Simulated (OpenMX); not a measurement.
Set up this calculation in OpenMX 3.8.5, as the native input.

```
Task                : single point
Functional          : PBE
Potentials or basis : OpenMX 2013 PBE set, Zr7.0-s3p2d2, grid cutoff 400 Ry
k mesh              : 9 × 9 × 1
Occupations         : fermi-dirac, width 0.05 eV
Spin                : no spin polarisation
Empty atoms         : 2
Empty atom basis    : H7.0-s2p1
Empty atom height   : 2.2 Å
Mixing scheme       : rmm-diisk
SCF threshold       : 1e-08 Ha
Solver              : band
Max SCF cycles      : 100
```

Slab: Zr, a slab with vacuum.

```xyz
6
Lattice="3.2320 0.0000 0.0000 -1.6160 2.7990 0.0000 0.0000 0.0000 27.8675" Properties=species:S:1:pos:R:3 pbc="T T T"
Zr    1.6160    0.9330    7.5000
Zr    0.0000    1.8660   10.0735
Zr    1.6160    0.9330   12.6470
Zr    0.0000    1.8660   15.2205
Zr    1.6160    0.9330   17.7940
Zr    0.0000    1.8660   20.3675
```

The cell isn't the ideal one: the (0 0 1) slab of Zr, cut from the database cell, not relaxed.

The input as run:

Zr.dat

```
System.CurrrentDirectory             ./
System.Name                          Zr
DATA.PATH                            ./DFT_DATA13
level.of.stdout                      1
level.of.fileout                     1
Species.Number                       2
<Definition.of.Atomic.Species
  Zr  Zr7.0-s3p2d2           Zr_PBE13
  E   H7.0-s2p1              E
Definition.of.Atomic.Species>

Atoms.Number                         8
Atoms.SpeciesAndCoordinates.Unit     FRAC
<Atoms.SpeciesAndCoordinates
    1  Zr    0.6666666667    0.3333333334    0.2691307078   6.000  6.000
    2  Zr    0.3333333333    0.6666666666    0.3614784247   6.000  6.000
    3  Zr    0.6666666667    0.3333333334    0.4538261416   6.000  6.000
    4  Zr    0.3333333333    0.6666666666    0.5461738584   6.000  6.000
    5  Zr    0.6666666667    0.3333333334    0.6385215753   6.000  6.000
    6  Zr    0.3333333333    0.6666666666    0.7308692922   6.000  6.000
    7  E     0.3333333333    0.6666666666    0.8098142998   0.000  0.000
    8  E     0.6666666667    0.3333333334    0.1901857002   0.000  0.000
Atoms.SpeciesAndCoordinates>

Atoms.UnitVectors.Unit               Ang
<Atoms.UnitVectors
     3.2319982225    0.0000000000    0.0000000000
    -1.6159991113    2.7989925656    0.0000000000
     0.0000000000    0.0000000000   27.8675000000
Atoms.UnitVectors>

scf.XcType                           GGA-PBE
scf.SpinPolarization                 off
scf.ElectronicTemperature            580.226
scf.energycutoff                     400.0
scf.maxIter                          100
scf.EigenvalueSolver                 band
scf.Kgrid                            9 9 1
scf.Mixing.Type                      rmm-diisk
scf.Init.Mixing.Weight               0.05
scf.Min.Mixing.Weight                0.001
scf.Max.Mixing.Weight                0.3
scf.Mixing.History                   25
scf.Mixing.StartPulay                8
scf.criterion                        1.0e-8
MD.Type                              nomd
```

Potentials or basis: OpenMX 2013 PBE set, Zr7.0-s3p2d2, grid cutoff 400 Ry.

Command:

```sh
$ openmx Zr.dat -nt 1 > Zr.std
```

Results of the run:

```json
{
 "Largest force": "0.559 eV/Å",
 "Band gap on the k mesh": "none (metal or under the smearing width)",
 "Work function": "3.77 eV"
}
```

Caveat: the basis of atomic orbitals isn't converged, which shifts pressures, moduli and gaps.

Wall time 3.6 min on 1 thread of Arm Neoverse V2 (shared host), peak memory 1.7 GiB.
